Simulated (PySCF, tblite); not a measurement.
# C5H3NO+ (doublet): geometry, infrared bands and EPR parameters

Wanted: the infrared bands and EPR parameters of C5H3NO+ (doublet) (`[CH+]=[C]c1cnco1`), by calculation.

Programs: tblite 0.8.0 and PySCF 2.14.0, with density-fitted response routines of our own. Each step states its level of theory. These are calculated values for one molecule in the gas phase, unless marked as measured. Atoms are numbered from 0 throughout.

## (1) Starting geometry

10 atoms, charge 1, multiplicity 2; geometry from: force field or distance geometry start.

Bonds of the start (Å): C0–C1 1.34, C1–C2 1.47, C2–C3 1.40, C3–N4 1.35, N4–C5 1.36, C5–O6 1.32, O6–C2 1.31, C0–H7 1.08, C3–H8 1.08, C5–H9 1.09.

## (2) Relaxing the molecule with GFN2-xTB

The job: settings as JSON, then the geometry in Å.

```
{"job": {"kind": "relax", "xc": "GFN2-xTB", "basis": "xTB"}, "charge": 1, "multiplicity": 2}
C      2.506100    -0.571300     0.119700
C      1.516400    -0.739700    -0.765200
C      0.169700    -0.303900    -0.370400
C     -0.292000     1.013300    -0.335800
N     -1.581100     0.997300     0.071200
C     -1.907600    -0.312800     0.249800
O     -0.851000    -1.052900    -0.018300
H      3.030700    -0.288400     1.017600
H      0.315300     1.875800    -0.569000
H     -2.897500    -0.612900     0.577900
```

On the command line:

```console
OMP_NUM_THREADS=1 python probes_run.py task.json out
```

One launch serves the whole session: the jobs run in the order shown.

**Question.** This job is followed by: GFN2-xTB harmonic vibrations, gas phase; UKS B3LYP, pcH-1 on C H N O, non-relativistic, mean-field spin-orbit, GIAO. What will the session give for the following? strongest single infrared mode (GFN2-xTB); zero-point energy (GFN2-xTB); g(iso) (B3LYP); ⟨S²⟩; largest a(iso).

**Answer**, as computed:

```
                                 quantity                  value
strongest single infrared mode (GFN2-xTB)  2149 cm⁻¹, 329 km/mol
             zero-point energy (GFN2-xTB)          39.7 kcal/mol
                           g(iso) (B3LYP)                2.00264
                                     ⟨S²⟩     0.766 (exact 0.75)
                           largest a(iso)   13C on C1, -37.1 MHz
```

The optimisation took 51 steps and gained 2.169 eV; among the close pairs (by a distance rule), C0–C1 changed most, from 1.338 to 1.216 Å. All 24 modes are real, so the xTB geometry is a minimum. The strongest single mode, at 2149 cm⁻¹, moves mainly C1. Unscaled tight-binding wavenumbers are off by several per cent, some by more. Its intensities can rank the bands wrongly. The largest share of the spin, 0.42 e, sits on C0. The isotropic g lies 0.3 ppt above the free-electron value. The conformer search found further structures of the same energy, which may be mirror or relabelled copies of this one.
